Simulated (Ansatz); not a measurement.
# Na3ZnO: the cost of one run

Method: DFT PBE, scalar-relativistic, plane waves, PAW, in Ansatz 0.2.0.

### Step 1. Starting point

Symmetry: Pm-3m, No. 221, cubic system. Conventional cell: a = 4.456 Å, b = 4.456 Å, c = 4.456 Å, α = 90.00°, β = 90.00°, γ = 90.00°. Na (site symmetry 4/mmm) has 2 O at 2.23 Å as nearest neighbours. Zn (site symmetry m-3m) has 12 Na at 3.15 Å as nearest neighbours. Around O (site symmetry m-3m) lie 6 Na at 2.23 Å.

Structure file:

```cif
data_structure
_symmetry_space_group_name_H-M 'P 1'
_symmetry_Int_Tables_number 1
_cell_length_a 4.4563
_cell_length_b 4.4563
_cell_length_c 4.4563
_cell_angle_alpha 90.000
_cell_angle_beta 90.000
_cell_angle_gamma 90.000
_cell_volume 88.50
loop_
_atom_site_label
_atom_site_type_symbol
_atom_site_fract_x
_atom_site_fract_y
_atom_site_fract_z
_atom_site_occupancy
Na1 Na 0.50000 0.50000 0.00000 1
Na2 Na 0.50000 0.00000 0.50000 1
Na3 Na 0.00000 0.50000 0.50000 1
Zn1 Zn 0.00000 0.00000 0.00000 1
O1 O 0.50000 0.50000 0.50000 1
```

The cell is invented: species swapped into a database cell of Dy3AlN (Pm-3m, No. 221), with Na on the Dy sites, Zn on the Al sites and O on the N sites. The dimensions are guesses.

### Step 2. A first look at the guess

Input file input.yaml:

```yaml
crystal:
  lattice:
    - [4.45630869, 0.0, 0.0]
    - [0.0, 4.45630869, 0.0]
    - [0.0, 0.0, 4.45630869]
  atoms:
    - { symbol: Na, position: [0.5, 0.5, 0.0] }
    - { symbol: Na, position: [0.5, 0.0, 0.5] }
    - { symbol: Na, position: [0.0, 0.5, 0.5] }
    - { symbol: Zn, position: [0.0, 0.0, 0.0] }
    - { symbol: O, position: [0.5, 0.5, 0.5] }
basis:
  ecutwfc: 420
kpoints:
  mp_grid: { grid: [4, 4, 4] }
hamiltonian:
  xc: pbe
scf:
  occupations: { method: gaussian, width: 0.1 }
  lower_state_search: "off"
output:
  forces: true
  stress: true
  eigenvalues: true
```

On the command line:

```
$ ansatz run input.yaml --threads 1 --pin off --max-ram 2048MiB --backend cpu --events-out ev --progress --plain --runs-dir out
```

Q: Estimate wall time and peak memory on 1 thread of Arm Neoverse V1, shared host.

About 1.6 s, with a peak of 0.31 GiB.
